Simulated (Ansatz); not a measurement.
A run of Ansatz 0.2.0 is set up as follows.

Contents of input.yaml:

```yaml
crystal:
  lattice:
    - [5.27743, 0.0, 0.0]
    - [-2.63872, 4.57039, 0.0]
    - [0.0, 0.0, 10.55905]
  atoms:
    - { symbol: Hf, position: [0.0, 0.0, 0.0] }
    - { symbol: In, position: [0.33333, 0.66667, 0.30446] }
    - { symbol: In, position: [0.33333, 0.66667, 0.69554] }
    - { symbol: In, position: [0.66667, 0.33333, 0.78919] }
    - { symbol: In, position: [0.66667, 0.33333, 0.21081] }
    - { symbol: Si, position: [0.33333, 0.66667, 0.0] }
    - { symbol: O, position: [0.30634, 0.37162, 0.89972] }
    - { symbol: O, position: [0.62838, 0.69366, 0.10028] }
    - { symbol: O, position: [0.62838, 0.93471, 0.89972] }
    - { symbol: O, position: [0.06529, 0.37162, 0.10028] }
    - { symbol: O, position: [0.06529, 0.69366, 0.89972] }
    - { symbol: O, position: [0.30634, 0.93471, 0.10028] }
hamiltonian:
  xc: pbe
  pseudopotentials: { kind: paw, frozen_core: stored }
kpoints:
  mp_grid: { grid: [6, 6, 3] }
scf:
  occupations: { method: fermi_dirac, width: 0.05 }
output:
  forces: true
  stress: true
  eigenvalues: true
  efg: {}
```

Potentials or basis: Ansatz PAW.

The run is started by

```console
$ ansatz run input.yaml --threads 8 --pin off --max-ram 20480MiB --backend cpu --events-out ev --progress --plain --runs-dir out
```

Question: Estimate the band gap on the k mesh.

Answer: None (metal or under the smearing width).

Question: Estimate the pressure.

Answer: 0.0 GPa.

Forces on the atoms (eV/Å):
```
Hf   0.000  0.000  0.000
In   0.000  0.000 -0.001
In   0.000  0.000  0.001
In   0.000  0.000  0.001
In   0.000  0.000 -0.001
Si   0.000  0.000  0.000
O    0.001 -0.001  0.002
O    0.001  0.000 -0.002
O    0.001  0.001  0.002
O   -0.001 -0.001 -0.002
O   -0.001  0.000  0.002
O   -0.001  0.001 -0.002
```

Caveat: the pressure holds a Pulay correction of +0.3 GPa for the finite cutoff. Spin-orbit coupling is left out, which matters for the levels of Hf.
